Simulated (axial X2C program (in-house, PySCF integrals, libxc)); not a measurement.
**Linear FCoF⁺ at several levels**

The task here is to estimate one member of a computed series from the others.

Method: all-electron X2C, two-component (2c) or spin-free, F dyall-av3z, Co dyall-v3z; program: an in-house X2C program for linear molecules on PySCF integrals.

All values are calculated.

2 further runs of the same task are left out: 2 set aside as unsound or not needed.

Set-up of the first run:

Input file task.json:

```json
{"zs": [9, 27, 9], "q": 1, "bas": ["dyall-av3z", "dyall-v3z", "dyall-av3z"], "r0": [1.75, 1.75], "symm": 1, "scan": ["PBE0", "HF", "LDA"], "levels": ["PBE0", "HF", "B3LYP"], "nst": 2}
```

Keys: zs atomic numbers; q charge; bas basis sets; r0 starting distance in Å; symm equal bonds; scan levels of the two-bond scan (MP2 follows by itself at each HF point); levels methods; nst determinants followed.

Run with:

```bash
$ python solin.py task.json out
```

Masses F 18.998, Co 58.933, F 18.998 u.

Steps of the session up to this table: Scan at PBE0, 2c; Scan at HF, 2c; Scan at LDA, 2c.

One table of the session follows, with a row left open; its other results are not shown here.

| level | r(F–Co) (Å) | r(Co–F) (Å) | lower stretch (cm⁻¹) | upper stretch (cm⁻¹) |
| --- | --- | --- | --- | --- |
| PBE0, 2c | 1.656 | 1.656 | 739.7 | 932.9 |
| HF, 2c | 1.657 | 1.657 | 800.3 | 975.6 |
| LDA, 2c | ? | ? | ? | ? |
| MP2, 2c | 1.651 | 1.651 | 772.8 | 942.3 |
| PBE0, spin-free | 1.656 | 1.656 | 739.9 | 933.4 |
| HF, spin-free | 1.657 | 1.657 | 800.4 | 975.8 |
| LDA, spin-free | 1.652 | 1.652 | 715.1 | 910.8 |
| MP2, spin-free | 1.650 | 1.650 | 772.9 | 942.7 |

**Question.** Estimate the row for LDA, 2c.

**Answer.** r(F–Co) (Å): 1.652; r(Co–F) (Å): 1.652; lower stretch (cm⁻¹): 715.0; upper stretch (cm⁻¹): 910.4.

Scans not shown above were run alike.

To keep in mind: The molecule was held linear; bending was not examined, so a bent shape may lie lower. Note: functional without a current term on a determinant with orbital currents, of the molecule or an atom.
